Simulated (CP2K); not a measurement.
# Ge2NH6Cl (SMILES [NH2][GeH2][GeH2][Cl]), run twice

Aim: a single-point energy of Ge2NH6Cl at GFN1-xTB.

The calculation is run with CP2K 2026.2.

2 further runs of the same task are left out: 1 that didn't finish, 1 set aside as unsound or not needed.

**1. The system as given**

Ge2NH6Cl has 10 atoms, charge 0, and is taken as a singlet. As SMILES, `[NH2][GeH2][GeH2][Cl]`. All atoms were displaced at random from a relaxed shape.

Bond lengths: N1–Ge2 1.790 Å, Ge2–Ge3 2.384 Å, Ge3–Cl4 2.086 Å, N1–H5 0.932 Å, N1–H6 1.040 Å, Ge2–H7 1.523 Å, Ge2–H8 1.438 Å, Ge3–H9 1.583 Å, Ge3–H10 1.549 Å. Some angles: N1–Ge2–Ge3 107.6°, Ge2–Ge3–Cl4 112.6°, N1–Ge2–H7 113.9°, N1–Ge2–H8 106.9°, Ge3–Ge2–H7 108.8°, Ge3–Ge2–H8 115.9°, Ge2–N1–H5 121.6°, Ge2–N1–H6 114.0°, Ge2–Ge3–H9 114.1°, Ge2–Ge3–H10 116.4°.

**2. Try one**

gas.inp

```
&FORCE_EVAL
    METHOD Quickstep
    &DFT
        CHARGE 0
        MULTIPLICITY 1
        &QS
            METHOD XTB
            EPS_DEFAULT 1.0E-10
            &XTB
                GFN_TYPE TBLITE
                &TBLITE
                    METHOD GFN1
                &END
                CHECK_ATOMIC_CHARGES F
            &END
        &END
        &POISSON
            PERIODIC NONE
            POISSON_SOLVER ANALYTIC
        &END
        &SCF
            SCF_GUESS ATOMIC
            EPS_SCF 1.0E-07
            MAX_SCF 67
            ADDED_MOS 4
            &DIAGONALIZATION
                ALGORITHM STANDARD
            &END
            &MIXING
                METHOD DIRECT_P_MIXING
                ALPHA 0.4
            &END
        &END
        &PRINT
            &MOMENTS
                PERIODIC F
                REFERENCE COM
                MAX_MOMENT 1
            &END
            &MO ON
                ENERGIES T
                OCCUPATION_NUMBERS T
                NDIGITS 6
                &EACH
                    QS_SCF 0
                &END
                ADD_LAST NUMERIC
            &END
            &HIRSHFELD OFF
            &END
        &END
    &END
    &SUBSYS
        &CELL
            ABC [angstrom] 15.2 17 16.3
            PERIODIC NONE
        &END
        &COORD
            N     -1.193800     1.408210    -0.231030
            Ge     0.334250     0.556600    -0.703160
            Ge     0.549590    -1.404080     0.664930
            Cl    -1.038810    -2.753690     0.416080
            H      0.507920     0.276680    -2.174690
            H     -1.417900     2.274650    -0.699820
            H      1.571780     1.444880    -0.609040
            H      0.157920     0.276680    -2.174690
            H      0.600490    -1.110870     2.163790
            H      1.815820    -2.211610     0.416530
        &END
        &TOPOLOGY
            &CENTER_COORDINATES
            &END
        &END
    &END
&END

&GLOBAL
    PROJECT_NAME gas
    RUN_TYPE ENERGY
    PRINT_LEVEL MEDIUM
&END
```

The run is started by

```bash
$ OMP_NUM_THREADS=1 cp2k.psmp -i gas.inp -o gas.out
```

Log:

```text
CP2K| version string:                                       CP2K version 2026.2
[...]
 GLOBAL| Method name                                                        CP2K
[...]
 GLOBAL| Run type                                                         ENERGY
[...]
                             - Atoms:                                         10
[...]
                             - Spherical basis functions:                     43
[...]
 *** WARNING in particle_methods.F:720 :: The distance between the atoms 5 ***
 *** and 8 is only 0.350 angstrom and thus smaller than the threshold of   ***
 *** 0.500 angstrom                                                        ***
[...]
 Number of electrons:                                                         26
[...]
  *** SCF run converged in    35 steps ***
[...]
  Fermi energy:                                                -1.38512320291336
[...]
 TB_DIPOLE| Moment [Debye]        -40.40739869     -55.22169445      46.71396641
 TB_DIPOLE| Derivative [a.u.]       0.00000000       0.00000000       0.00000000
[...]
 ENERGY| Total FORCE_EVAL ( QS ) energy [hartree]           -205.542420346267534
[...]
```

Wall time 0.24 s (1 thread of Arm Neoverse V2, shared host).

**3. Diagnosis**

It ran to the end. The result can't be trusted all the same.

What is wrong: two atoms lie on top of or far too near each other. As the program read them, the closest atoms are 0.35 Å apart, against 0.93 Å in the sound input.

**4. The mended input**

gas.inp

```
&GLOBAL
 PROJECT gas
 RUN_TYPE ENERGY
 PRINT_LEVEL MEDIUM
&END
&FORCE_EVAL
 METHOD QS
 &DFT
  # Quickstep
  &QS
   METHOD XTB
   EPS_DEFAULT 1.0E-10
   &XTB
    GFN_TYPE TBLITE
    &TBLITE
     METHOD GFN1
    &END
    CHECK_ATOMIC_CHARGES F
   &END
  &END
  &POISSON
   PERIODIC NONE
   POISSON_SOLVER ANALYTIC
  &END
  &SCF
   SCF_GUESS ATOMIC
   EPS_SCF 1.0E-07
   MAX_SCF 150
   ADDED_MOS 4
   &DIAGONALIZATION
    ALGORITHM STANDARD
   &END
   &MIXING
    METHOD DIRECT_P_MIXING
    ALPHA 0.4
   &END
  &END
  # extra output
  &PRINT
   &MOMENTS
    PERIODIC F
    REFERENCE COM
    MAX_MOMENT 1
   &END
   &MO ON
    ENERGIES T
    OCCUPATION_NUMBERS T
    NDIGITS 6
    &EACH
     QS_SCF 0
    &END
    ADD_LAST NUMERIC
   &END
   &HIRSHFELD OFF
   &END
  &END
 &END
 # atoms, cell and kinds
 &SUBSYS
  &CELL
   ABC 15.2 17 16.3
   PERIODIC NONE
  &END
  &COORD
   N     -1.180363     1.403700    -0.173945
   Ge     0.295757     0.549260    -0.715819
   Ge     0.554042    -1.384685     0.653614
   Cl    -1.015454    -2.740838     0.430740
   H     -1.373164     1.519563     0.730465
   H     -1.389499     2.269407    -0.711849
   H      1.562748     1.389390    -0.623375
   H      0.145391     0.306748    -2.125036
   H      0.571026    -1.080593     2.206780
   H      1.841526    -2.217911     0.434009
  &END
  &TOPOLOGY
   &CENTER_COORDINATES
   &END
  &END
 &END
&END
```

The run is started by

```bash
$ OMP_NUM_THREADS=1 cp2k.psmp -i gas.inp > gas.out 2>&1
```

Log:

```text
CP2K| version string:                                       CP2K version 2026.2
[...]
 GLOBAL| Method name                                                        CP2K
[...]
 GLOBAL| Run type                                                         ENERGY
[...]
                             - Atoms:                                         10
[...]
                             - Spherical basis functions:                     43
[...]
 Number of electrons:                                                         26
[...]
  *** SCF run converged in    33 steps ***
[...]
  Fermi energy:                                                -0.28221005574278
[...]
 TB_DIPOLE| Moment [Debye]          0.06814374       1.12533711       0.08244669
 TB_DIPOLE| Derivative [a.u.]       0.00000000       0.00000000       0.00000000
[...]
 ENERGY| Total FORCE_EVAL ( QS ) energy [hartree]            -14.082120053553933
[...]
```

Run time: 0.24 s. Hardware: 1 thread of Arm Neoverse V2, shared host.

**5. Summary of results**

At GFN1-xTB:

| quantity | value |
| --- | --- |
| total energy | -14.08212 Eh |
| dipole moment (from atomic charges alone) | 1.13 D |
| HOMO energy | -11.50 eV |
| LUMO energy | -6.78 eV |
| HOMO–LUMO gap | 4.72 eV |

In words: The first attempt's energy was -5209.900 eV off this one. The dipole comes from point charges on the atoms alone, without atomic dipoles, so it is partial.
